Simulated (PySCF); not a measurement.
**C₂H₆F₂OSi: electronic excitations and core binding energies**

What electronic excitations and core binding energies should C₂H₆F₂OSi (`O[SiH2][C@H](F)CF`) show?

Programs: PySCF 2.14.0, with density-fitted response routines of our own. Each step states its level of theory. These are calculated values for one molecule in the gas phase, unless marked as measured. Atoms are numbered from 0 throughout.

## Step 1: The molecule as given

12 atoms, charge 0, multiplicity 1; geometry from: GFN2-xTB.

Bonds of the start (Å): O0–Si1 1.62, Si1–C2 1.93, C2–F3 1.40, C2–C4 1.51, C4–F5 1.38, O0–H6 0.95, Si1–H7 1.46, Si1–H8 1.45, C2–H9 1.10, C4–H10 1.09, C4–H11 1.09.

## Step 2: Excited states and response: CAM-B3LYP/def2-SVPD

The job: settings as JSON, then the geometry in Å.

```
{"job": {"kind": "uv", "xc": "CAM-B3LYP", "basis": "def2-SVPD", "nstates": 8, "ntriplets": 3}, "charge": 0, "multiplicity": 1}
O      2.537479     0.065384     0.430318
Si     1.099800     0.612261    -0.079134
C     -0.283295    -0.514694     0.663556
F     -0.175240    -1.776270     0.073747
C     -1.684024     0.020265     0.447378
F     -1.767916     0.757465    -0.711902
H      2.815704    -0.839514     0.306948
H      0.963521     0.546156    -1.527451
H      1.013883     1.921787     0.545681
H     -0.144933    -0.700075     1.734330
H     -2.414388    -0.790351     0.359199
H     -1.959393     0.696899     1.260741
```

Method: TDDFT CAM-B3LYP/def2-SVPD, vertical, gas phase, core orbitals frozen in the response.

Launch:

```
> OMP_NUM_THREADS=1 python probes_run.py task.json out
```

One launch serves the whole session: the jobs run in the order shown.

**Question.** This job is followed by: delta-SCF UKS SCAN, pcX-2 on the ionised atom, pcseg-1 elsewhere, spin-free X2C. Predict these results of the whole session: lowest singlet (CAM-B3LYP/def2-SVPD); brightest single state of those computed; lowest triplet; surface potential, 1st and 99th percentile; C1s binding energies, SCAN/pcX-2; F1s binding energies, SCAN/pcX-2; O1s binding energies, SCAN/pcX-2; Si1s binding energies, SCAN/pcX-2; Si2p binding energies, SCAN/pcX-2.

The runs gave:

| quantity | value |
| --- | --- |
| lowest singlet (CAM-B3LYP/def2-SVPD) | 7.29 eV (170 nm), f = 0.004 |
| brightest single state of those computed | state 5, 8.65 eV, f = 0.058 |
| lowest triplet | 6.92 eV |
| surface potential, 1st and 99th percentile | -1.13 V and 2.24 V |
| C1s binding energies, SCAN/pcX-2 | C4 293.42, C2 292.64 eV |
| F1s binding energies, SCAN/pcX-2 | F5 692.64, F3 692.34 eV |
| O1s binding energies, SCAN/pcX-2 | O0 538.82 eV |
| Si1s binding energies, SCAN/pcX-2 | Si1 1847.33 eV |
| Si2p binding energies, SCAN/pcX-2 | Si1 107.68 eV |

The first singlet state (HOMO→LUMO 0.86) lies at 7.29 eV and is weak; of the 8 states computed, the strongest absorption comes from state 5 at 8.65 eV (the last state computed is bright too, and its partners may lie past the list). The lowest triplet lies 0.37 eV below the lowest singlet (triplets in Tamm-Dancoff, singlets in full TDDFT). C4 (sp3 CH2 bonded to F) binds its C1s electron 0.78 eV more tightly than C2 (sp3 CH bonded to F and Si). F5 (fluorine on an sp3 carbon) binds its F1s electron 0.29 eV more tightly than F3 (fluorine on an sp3 carbon).
